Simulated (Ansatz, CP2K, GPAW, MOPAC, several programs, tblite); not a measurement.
## Li₂MgSiTe₄ (kesterite) from semi-empirical methods to plane-wave DFT

Kesterite Li₂MgSiTe₄, relaxed with r2SCAN in Ansatz, was computed with several methods. Space group I-4 (No. 82), tetragonal; a = 6.432 Å, c = 11.944 Å in the conventional setting, 30.88 Å³ an atom. Li has 4 Te at 2.86 Å; Li has 4 Te at 2.73 Å; Mg has 4 Te at 2.79 Å; Si has 4 Te at 2.52 Å; Te has 1 Si at 2.52 Å and 2 Li at 2.73–2.86 Å and 1 Mg at 2.79 Å. (Calculated; spin-unpolarised; the phase may be known or hypothetical.)

```
Li Mg Si Te
1.0
    -3.21597    3.21597    5.97215
     3.21597   -3.21597    5.97215
     3.21597    3.21597   -5.97215
Li Mg Si Te
2 1 1 4
Cartesian
  0.0000 0.0000 0.0000
  0.0000 3.2160 2.9861
  3.2160 0.0000 2.9861
  0.0000 0.0000 5.9721
  4.6607 1.7227 -1.4338
  1.7227 1.7712 1.4338
  -1.4448 1.4933 4.5384
  1.4933 1.4448 7.4059
```

Gaps and times are for a single point on this cell; volume and bulk modulus come from each method's own relaxation or energy curve at fixed shape, which is too stiff where a cell has free coordinates or axes. Times are rough, from shared hosts (Arm Neoverse V2), and each method has its own mesh and cell size. A double dagger marks a value from a curve with shape and coordinates held. PM6 (MOPAC): levels, charges or heat of formation failed a check of plausibility, so no values are given. A star marks a curve whose lowest point is an end point. PM6 (MOPAC), PM7 (MOPAC), GFN1-xTB (tblite), GFN2-xTB (tblite) treat a cluster of cells at its zone centre, which samples few k points: where these miss a band edge, the gap comes out too large for that reason alone. Gaps from k meshes are read at a limited set of points (mesh, symmetry points, PBE's band edges), so each method's own least gap may be somewhat smaller. xTB and the PM methods were fitted mostly to molecules, and can miss a solid's gap by electronvolts. Minimal bases can be far off for gaps. GLLB-SC's gap includes the derivative discontinuity. d marks a direct gap, i an indirect one (no mark: not told apart), a dash a value that wasn't computed or didn't pass its checks.

```csv
method,kind,gap (eV),own volume (Å³/atom),bulk modulus (GPa),atoms computed,processor time
PM7 (MOPAC),semi-empirical,7.91,–,–,64,2.3 s
PM6 (MOPAC),semi-empirical,–,–,–,64,2.7 s
GFN1-xTB (tblite),tight binding,2.80,27.71*‡,–,64,2.9 s
"light PBE (260 eV, its own mesh)",light plane-wave,1.81 i,–,–,8,5.5 s
GFN2-xTB (tblite),tight binding,1.63,32.02‡,36‡,64,6.5 s
PBE/SZV (CP2K),small basis,2.00 d,–,–,8,40 s
PBE,semilocal,1.82 i,31.29,34‡,8,55 s
PBE/DZVP (CP2K),small basis,1.85 i,31.87‡,32‡,8,89 s
GLLB-SC (GPAW),model potential,3.17,–,–,8,100 s
r2SCAN,semilocal,2.14 i,30.88,37‡,8,120 s
```

Against r2SCAN (2.14 eV) the nearest gap at the points sampled is that of PBE/SZV (CP2K) (-0.15 eV) and the farthest that of PM7 (MOPAC) (+5.77 eV). r2SCAN is only a yardstick of convenience: semilocal gaps usually lie below measured ones, which GLLB-SC and hybrids aim to mend.

Volumes against r2SCAN's: PBE +1.3 %.

No spin-orbit coupling is included; it can move band edges with weight on the heavy atoms by tenths of an eV.
